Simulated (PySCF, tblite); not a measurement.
**C₅H₉BFO₂ radical: geometry, infrared bands and EPR parameters**

What infrared bands and EPR parameters should C₅H₉BFO₂ radical (`C[C@@H]1CO[B]O[C@@H]1CF`) show?

Computed with tblite 0.8.0 and PySCF 2.14.0, with density-fitted response routines of our own, on a single molecule in the gas phase. Atoms count from 0, in the outputs and in this text.

## 1. The starting structure

18 atoms, charge 0, multiplicity 2; geometry from: force field or distance geometry start.

Bonds of the start (Å): C0–C1 1.50, C1–C2 1.50, C2–O3 1.39, O3–B4 1.46, B4–O5 1.47, O5–C6 1.39, C6–C7 1.49, C7–F8 1.39, C6–C1 1.51, C0–H9 1.09, C0–H10 1.12, C0–H11 1.11, C1–H12 1.13, C2–H13 1.10, C2–H14 1.13, C6–H15 1.13, C7–H16 1.10, C7–H17 1.12.

## 2. Geometry optimisation with GFN2-xTB

What the job is given:

```
{"job": {"kind": "relax", "xc": "GFN2-xTB", "basis": "xTB"}, "charge": 0, "multiplicity": 2}
C     -1.450500    -0.787900    -0.385300
C     -0.519000     0.105400     0.382500
C     -0.891500     1.522800     0.064300
O      0.079000     2.231100    -0.625100
B      0.700800     1.416900    -1.672200
O      1.058200     0.019700    -1.375800
C      0.929400    -0.091900    -0.000300
C      1.612100    -1.258500     0.629000
F      2.926600    -1.310400     0.170400
H     -0.945100    -1.543600    -0.986700
H     -2.059700    -0.165600    -1.091200
H     -2.176500    -1.239800     0.327600
H     -0.595000    -0.058700     1.499300
H     -1.156500     2.069800     0.985900
H     -1.802400     1.527300    -0.599000
H      1.452600     0.817800     0.427100
H      1.112200    -2.232800     0.517800
H      1.716500    -1.015200     1.720200
```

Started as:

```bash
$ OMP_NUM_THREADS=1 python probes_run.py task.json out
```

This one command runs all jobs of the session in turn.

**Question.** This job is followed by: GFN2-xTB harmonic vibrations, gas phase; UKS B3LYP, pcH-1 on B C F H O, non-relativistic, mean-field spin-orbit, GIAO. What will the session give for the following? strongest single infrared mode (GFN2-xTB); zero-point energy (GFN2-xTB); g(iso) (B3LYP); ⟨S²⟩; largest a(iso) (averaged by class); potential on the surface of density 0.002 e/bohr³, 1st and 99th percentile.

As calculated:

| quantity | value |
| --- | --- |
| strongest single infrared mode (GFN2-xTB) | 1167 cm⁻¹, 242 km/mol |
| zero-point energy (GFN2-xTB) | 88.6 kcal/mol |
| g(iso) (B3LYP) | 2.00184 |
| ⟨S²⟩ | 0.752 (exact 0.75) |
| largest a(iso) (averaged by class) | 11B on B4, 735.6 MHz |
| potential on the surface of density 0.002 e/bohr³, 1st and 99th percentile | -1.21 V and 1.08 V |

What this shows: The optimisation took 171 steps and gained 1.568 eV; among the close pairs (by a distance rule), O3–B4 changed most, from 1.465 to 1.341 Å. No mode is imaginary among the 48: a minimum at this level. The strongest single mode, at 1167 cm⁻¹, is spread over many atoms; the largest shares are those of B4, O3. GFN2-xTB is a fitted tight-binding method: band positions and strengths are rough. Its intensities can rank the bands wrongly. B4 carries the largest spin population, 0.95 e. The isotropic g lies 0.5 ppt below the free-electron value. These values are for one conformer; the search (at its own cheap level) found 2 more, at 0.00, 1.32 kcal/mol (those within 0.05 may be mirror or relabelled copies), and measured spectra average over such forms.
